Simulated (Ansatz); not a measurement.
# ZnMo3 (Pm-3m) in Ansatz: convergence with k mesh

Aim: find how far k mesh must go before the results for ZnMo3 settle, at PBE. This setting moves, with any that are tied to it; all else stays.

All numbers are computed with Ansatz 0.2.0; they aren't measurements. Logs are shortened: lines on timing, memory, paths and dates and some standing lists are left out, and cuts for length are marked.

### 1 The crystal as given

The structure is cubic, space group Pm-3m (No. 221). The conventional cell has a = 3.943 Å, b = 3.943 Å, c = 3.943 Å, α = 90.00°, β = 90.00°, γ = 90.00°. Around Mo (site symmetry 4/mmm) lie 8 Mo at 2.79 Å and 4 Zn at 2.79 Å. Zn (site symmetry m-3m) has 12 Mo at 2.79 Å as nearest neighbours.

The cell comes from a database or a generator and needn't be the stable form of this composition.

### 2 With k mesh 2 × 2 × 2

input.yaml

```yaml
crystal:
  lattice:
    - [3.943154, 0.0, 0.0]
    - [0.0, 3.943154, 0.0]
    - [0.0, 0.0, 3.943154]
  atoms:
    - { symbol: Mo, position: [0.5, 0.5, 0.0] }
    - { symbol: Mo, position: [0.5, 0.0, 0.5] }
    - { symbol: Mo, position: [0.0, 0.5, 0.5] }
    - { symbol: Zn, position: [0.0, 0.0, 0.0] }
hamiltonian:
  xc: pbe
  pseudopotentials: { kind: paw_fr }
magnetization:
  noncollinear: true
  spin_orbit: true
kpoints:
  mp_grid: { grid: [2, 2, 2] }
scf:
  occupations: { method: methfessel_paxton, width: 0.1 }
output:
  forces: true
  stress: true
  eigenvalues: true
```

Potentials or basis: Ansatz PAW.

On the command line:

```sh
ansatz run input.yaml --threads 2 --pin off --max-ram 5632MiB --backend cpu --events-out ev --progress --plain --runs-dir out
```

What it wrote:

```text
Warning: RAYON_NUM_THREADS=2 ignored (pool sized by the plan → 2); use --threads N
Engine: ansatz 0.2.0, x86_64-unknown-linux-gnu
Pseudopotentials: kind: paw_fr
Pseudopotential: Mo, paw_fr, valence charge 14, recommended cutoff 420 eV (normal), Mo.paw.azcp#standard-fr
Pseudopotential: Zn, paw_fr, valence charge 12, recommended cutoff 420 eV (normal), Zn.paw.azcp#standard-fr
Functional definition: PBE
  parameter kappa = 0.804
  parameter beta = 0.06672455060314922
  exchange = pbe_x(kappa = kappa, mu = beta*pi^2/3)
  correlation = pbe_c(beta = beta)
[... 59 lines left out ...]
  Σ components = -18188.041210   (vs F -18188.041210, Δ=0.00e0)
--- Forces (eV/Å), atoms counted from 1 ---
  atom   1  Mo    -0.00000000     0.00000000    -0.00000000
  atom   2  Mo     0.00000000    -0.00000000    -0.00000000
  atom   3  Mo     0.00000000     0.00000000    -0.00000000
  atom   4  Zn     0.00000000    -0.00000000     0.00000000
  max |Σ_I F_I| component: 4.31e-25 eV/Å
--- Stress (GPa, compression-positive) ---
        6.463118       0.000000       0.000000
        0.000000       6.463118       0.000000
        0.000000       0.000000       6.463118
  P = ⅓ Tr σ = 6.4631 GPa (64.631 kbar)
--- Band table (eV) ---
  k-point 0: bands = ["-42.3150", "-42.3150", "-42.0492", "-42.0492", "-42.0492", "-42.0492", "-18.1721", "-18.1721", "-18.1721", "-18.1721", "-17.6160", "-17.6160", "-15.9770", "-15.9770", "-15.6659", "-15.6659", "-15.6659", "-15.6659", "-15.3549", "-15.3549", "-15.0047", "-15.0047", "-15.0047", "-15.0047", "10.5014", "10.5014", "11.2710", "11.2710", "11.2710", "11.2710", "11.5767", "11.5767", "11.5767", "11.5767", "11.6522", "11.6522", "12.8488", "12.8488", "15.2603", "15.2603", "15.2603", "15.2603", "15.2858", "15.2858", "15.7345", "15.7345", "15.7345", "15.7345", "19.6424", "19.6424", "19.6424", "19.6424", "19.7399", "19.7399", "20.8158", "20.8158", "20.8158", "20.8158", "20.8188", "20.8188", "21.2987", "21.2987", "21.2987", "21.2987", "22.6111", "22.6111"]
  k-point 1: bands = ["-42.2267", "-42.2267", "-42.1382", "-42.1382", "-42.0484", "-42.0484", "-18.1564", "-18.1564", "-17.9672", "-17.9672", "-17.8021", "-17.8021", "-15.8430", "-15.8430", "-15.5207", "-15.5207", "-15.5046", "-15.5046", "-15.4580", "-15.4580", "-15.4046", "-15.4046", "-15.1038", "-15.1038", "11.4413", "11.4413", "11.4984", "11.4984", "11.7484", "11.7484", "11.8107", "11.8107", "11.8698", "11.8698", "12.9908", "12.9908", "13.4710", "13.4710", "14.5025", "14.5025", "15.4804", "15.4804", "15.9732", "15.9732", "15.9971", "15.9971", "17.3792", "17.3792", "17.8516", "17.8516", "17.8643", "17.8643", "18.3787", "18.3787", "18.8498", "18.8498", "18.9709", "18.9709", "19.5494", "19.5494", "19.6484", "19.6484", "19.9631", "19.9631", "21.4478", "21.4478"]
  k-point 2: bands = ["-42.1374", "-42.1374", "-42.1370", "-42.1370", "-42.1370", "-42.1370", "-18.0204", "-18.0204", "-18.0089", "-18.0089", "-17.9719", "-17.9719", "-15.7331", "-15.7331", "-15.7103", "-15.7103", "-15.4988", "-15.4988", "-15.4779", "-15.4779", "-15.2068", "-15.2068", "-15.1780", "-15.1780", "11.5136", "11.5136", "11.5396", "11.5396", "11.8454", "11.8454", "11.8745", "11.8745", "11.9746", "11.9746", "13.5690", "13.5690", "14.9432", "14.9432", "15.0130", "15.0130", "15.5540", "15.5540", "16.3332", "16.3332", "16.4378", "16.4378", "16.4395", "16.4395", "16.4903", "16.4903", "17.9680", "17.9680", "18.0373", "18.0373", "18.9806", "18.9806", "18.9932", "18.9932", "19.0911", "19.0911", "20.1845", "20.1845", "20.2723", "20.2723", "20.5076", "20.5076"]
  k-point 3: bands = ["-42.1360", "-42.1360", "-42.1360", "-42.1360", "-42.1360", "-42.1360", "-18.1323", "-18.1323", "-18.0303", "-18.0303", "-18.0303", "-18.0303", "-15.9279", "-15.9279", "-15.7825", "-15.7825", "-15.4176", "-15.4176", "-15.4176", "-15.4176", "-15.0171", "-15.0171", "-15.0171", "-15.0171", "11.3706", "11.3706", "11.3706", "11.3706", "11.6097", "11.6097", "11.8856", "11.8856", "11.8856", "11.8856", "12.1300", "12.1300", "14.9591", "14.9591", "14.9591", "14.9591", "15.0035", "15.0035", "17.4572", "17.4572", "17.4572", "17.4572", "17.5784", "17.5784", "18.3863", "18.3863", "18.3863", "18.3863", "18.5189", "18.5189", "19.4133", "19.4133", "19.4482", "19.4482", "19.4482", "19.4482", "20.0772", "20.0772", "20.4656", "20.4656", "20.4656", "20.4656"]
```

It took 1.8 s on 2 threads of Intel Xeon Platinum 8488C (Sapphire Rapids), shared host; peak memory 0.54 GiB.

Results:

```
Free energy            : -18188.0412 eV
Pressure               : 6.5 GPa
Band gap on the k mesh : none (metal or under the smearing width)
```

### 3 With k mesh 3 × 3 × 3

input.yaml, as its differences from that of step 2:

```diff
@@ -17,3 +17,3 @@
 kpoints:
-  mp_grid: { grid: [2, 2, 2] }
+  mp_grid: { grid: [3, 3, 3] }
 scf:
```

Potentials or basis: Ansatz PAW.

On the command line:

```sh
ansatz run input.yaml --threads 2 --pin off --max-ram 5632MiB --backend cpu --events-out ev --progress --plain --runs-dir out
```

Run time: 1.5 s. Hardware: 2 threads of Intel Xeon Platinum 8488C (Sapphire Rapids), shared host; peak memory 0.53 GiB.

What came out:

```
Free energy            : -18189.8310 eV
Pressure               : -0.5 GPa
Band gap on the k mesh : none (metal or under the smearing width)
```

### 4 With k mesh 4 × 4 × 4

input.yaml, as its differences from that of step 3:

```diff
@@ -17,3 +17,3 @@
 kpoints:
-  mp_grid: { grid: [3, 3, 3] }
+  mp_grid: { grid: [4, 4, 4] }
 scf:
```

On the command line:

```sh
ansatz run input.yaml --threads 2 --pin off --max-ram 5632MiB --backend cpu --events-out ev --progress --plain --runs-dir out
```

Wall time 2.8 s (2 threads of Intel Xeon Platinum 8488C (Sapphire Rapids), shared host); peak memory 0.55 GiB.

Results:

| Item | Value |
| --- | --- |
| Free energy | -18189.9687 eV |
| Pressure | -1.3 GPa |
| Band gap on the k mesh | none (metal or under the smearing width) |

### 5 With k mesh 5 × 5 × 5

input.yaml, as its differences from that of step 4:

```diff
@@ -17,3 +17,3 @@
 kpoints:
-  mp_grid: { grid: [4, 4, 4] }
+  mp_grid: { grid: [5, 5, 5] }
 scf:
```

On the command line:

```sh
ansatz run input.yaml --threads 2 --pin off --max-ram 5632MiB --backend cpu --events-out ev --progress --plain --runs-dir out
```

Wall time 2.8 s (2 threads of Intel Xeon Platinum 8488C (Sapphire Rapids), shared host); peak memory 0.58 GiB.

Results:

- Free energy: -18189.8760 eV
- Pressure: -1.6 GPa
- Band gap on the k mesh: none (metal or under the smearing width)

### 6 With k mesh 6 × 6 × 6

input.yaml, as its differences from that of step 5:

```diff
@@ -17,3 +17,3 @@
 kpoints:
-  mp_grid: { grid: [5, 5, 5] }
+  mp_grid: { grid: [6, 6, 6] }
 scf:
```

Potentials or basis: Ansatz PAW.

On the command line:

```sh
ansatz run input.yaml --threads 2 --pin off --max-ram 5632MiB --backend cpu --events-out ev --progress --plain --runs-dir out
```

It took 5.5 s on 2 threads of Intel Xeon Platinum 8488C (Sapphire Rapids), shared host; peak memory 0.62 GiB.

Results (log left out):

| Property | Result |
| --- | --- |
| Free energy | -18189.9892 eV |
| Pressure | -1.5 GPa |
| Band gap on the k mesh | none (metal or under the smearing width) |

### 7 With k mesh 8 × 8 × 8

input.yaml, as its differences from that of step 6:

```diff
@@ -17,3 +17,3 @@
 kpoints:
-  mp_grid: { grid: [6, 6, 6] }
+  mp_grid: { grid: [8, 8, 8] }
 scf:
```

On the command line:

```sh
ansatz run input.yaml --threads 2 --pin off --max-ram 5632MiB --backend cpu --events-out ev --progress --plain --runs-dir out
```

Run time: 8.4 s. Hardware: 2 threads of Intel Xeon Platinum 8488C (Sapphire Rapids), shared host; peak memory 0.69 GiB.

It converged, with:

| Quantity | Value |
| --- | --- |
| Free energy | -18189.9863 eV |
| Pressure | -1.5 GPa |
| Band gap on the k mesh | none (metal or under the smearing width) |

### 8 With k mesh 9 × 9 × 9

input.yaml, as its differences from that of step 7:

```diff
@@ -17,3 +17,3 @@
 kpoints:
-  mp_grid: { grid: [8, 8, 8] }
+  mp_grid: { grid: [9, 9, 9] }
 scf:
```

On the command line:

```sh
ansatz run input.yaml --threads 2 --pin off --max-ram 5632MiB --backend cpu --events-out ev --progress --plain --runs-dir out
```

Run time: 8.1 s. Hardware: 2 threads of Intel Xeon Platinum 8488C (Sapphire Rapids), shared host; peak memory 0.69 GiB.

It converged, with:

- Free energy: -18189.9851 eV
- Pressure: -1.3 GPa
- Band gap on the k mesh: none (metal or under the smearing width)

### 9 With k mesh 11 × 11 × 11

input.yaml, as its differences from that of step 8:

```diff
@@ -17,3 +17,3 @@
 kpoints:
-  mp_grid: { grid: [9, 9, 9] }
+  mp_grid: { grid: [11, 11, 11] }
 scf:
```

Potentials or basis: Ansatz PAW.

On the command line:

```sh
ansatz run input.yaml --threads 2 --pin off --max-ram 5632MiB --backend cpu --events-out ev --progress --plain --runs-dir out
```

Run time: 13 s. Hardware: 2 threads of Intel Xeon Platinum 8488C (Sapphire Rapids), shared host; peak memory 0.77 GiB.

The run converged. Its results:

```yaml
Free_energy: -18189.9900 eV
Pressure: -1.5 GPa
Band_gap_on_the_k_mesh: none (metal or under the smearing width)
```

### 10 The series at a glance

```
      k mesh  energy less the tightest run, at zero smearing (meV/atom)  pressure (GPa)  SCF cycles  CPU time (s)  peak memory (GiB)
   2 × 2 × 2                                                     487.14            6.46          10           3.3               0.54
   3 × 3 × 3                                                      40.39           -0.52           9           2.8               0.53
   4 × 4 × 4                                                       5.35           -1.30           9           5.2               0.55
   5 × 5 × 5                                                      28.48           -1.55           9           5.2               0.58
   6 × 6 × 6                                                       0.25           -1.53           9            10               0.62
   8 × 8 × 8                                                       0.98           -1.48           9            17               0.69
   9 × 9 × 9                                                       1.16           -1.32           9            16               0.69
11 × 11 × 11                                                       0.00           -1.50           9            26               0.77
```

Not settled before the last step: the energy (to 1 meV/atom), the pressure (to 0.1 GPa). Meshes of other sizes hit other points, so gaps and Fermi surfaces needn't settle smoothly. The tightest run that finished is the yardstick and may itself not be fully converged.
